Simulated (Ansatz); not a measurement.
# CBrClF2: one species, many methods

The task here is to estimate one member of a computed series from the others.

The runs use Ansatz 0.2.0, Gaussian basis; functionals in def2-TZVPP, the program's frozen cores in correlated methods.

Plan: LDA (SPW92), PBE-D4, revPBE-D4, BLYP-D4, r2SCAN-D4, B97M-V, PBE0-D4, B3LYP-D4, r2SCANh-D4, r2SCAN0-D4, HSE06-D4, BHLYP-D4, CAM-B3LYP-D4, LC-ωPBE, ωB97X-V, ωB97M-V, B2PLYP, PBE-QIDH; CCSD(T)/def2-SVP; CCSD(T)/def2-TZVPP; MP2/def2-QZVPP; extrapolation to the limit; RPA on PBE.

### The relaxed structure

The geometry comes from an earlier relaxation with PBE0-D4 in a triple-zeta def2 set; it is a stationary point.

SMILES `FC(F)(Cl)Br`, 5 atoms, charge 0, spin multiplicity 1.

Atoms are counted from 1 here; the program's logs count them from 0.

Bond lengths: F1–C2 1.325 Å, C2–F3 1.325 Å, C2–Cl4 1.755 Å, C2–Br5 1.936 Å. Angles: F1–C2–F3 108.1°, F1–C2–Cl4 109.5°, F1–C2–Br5 109.1°, F3–C2–Cl4 109.5°, F3–C2–Br5 109.1°, Cl4–C2–Br5 111.6°.

Set-up of the first run:

in.yaml

```yaml
crystal:
  periodic: [false, false, false]
  atoms:
    - {symbol: F, position_ang: [-1.109486, 0.024784, 0.813074]}
    - {symbol: C, position_ang: [-0.019788, -0.087148, 0.067127]}
    - {symbol: F, position_ang: [0.823628, -0.897482, 0.690359]}
    - {symbol: Cl, position_ang: [-0.444829, -0.770566, -1.492256]}
    - {symbol: Br, position_ang: [0.800375, 1.656812, -0.119704]}
basis:
  gaussian: {orbitals: def2-TZVPP}
hamiltonian: {xc: lda}
output: {orbitals: {seedname: orbitals}}
```

Among the steps run: LDA; PBE-D4 (GGA); revPBE-D4 (GGA); BLYP-D4 (GGA); r2SCAN-D4 (meta-GGA); B97M-V (meta-GGA); PBE0-D4 (hybrid); B3LYP-D4 (hybrid); r2SCANh-D4 (hybrid); r2SCAN0-D4 (hybrid); HSE06-D4 (hybrid); BHLYP-D4 (hybrid); CAM-B3LYP-D4 (range-separated); LC-ωPBE-D4 (range-separated; the results give it without D4); ωB97X-V (range-separated); ωB97M-V (range-separated); B2PLYP (double hybrid); PBE-QIDH (double hybrid).

One of the session's tables, all rows but one given; the rest of the session is left out.

It belongs to the step «Orbital energies across the functionals». 

| functional | HOMO (eV) | gap (eV) |
| --- | --- | --- |
| LDA (SPW92) | ? | ? |
| PBE-D4 | -7.48 | 5.15 |
| revPBE-D4 | -7.42 | 5.18 |
| BLYP-D4 | -7.32 | 5.06 |
| r2SCAN-D4 | -7.85 | 5.63 |
| B97M-V | -7.95 | 5.87 |
| PBE0-D4 | -8.87 | 7.54 |
| B3LYP-D4 | -8.60 | 6.97 |
| r2SCANh-D4 | -8.35 | 6.51 |
| r2SCAN0-D4 | -9.11 | 7.83 |
| HSE06-D4 | -8.47 | 6.75 |
| BHLYP-D4 | -10.11 | 9.84 |
| CAM-B3LYP-D4 | -10.25 | 10.05 |
| LC-ωPBE | -11.68 | 12.77 |
| ωB97X-V | -11.29 | 12.25 |
| ωB97M-V | -11.12 | 11.99 |

**Question.** Estimate the row for LDA (SPW92).

The run gave: HOMO (eV): -7.66; gap (eV): 5.09. In the column «HOMO (eV)» it lies between r2SCAN-D4 (-7.85) and PBE-D4 (-7.48).
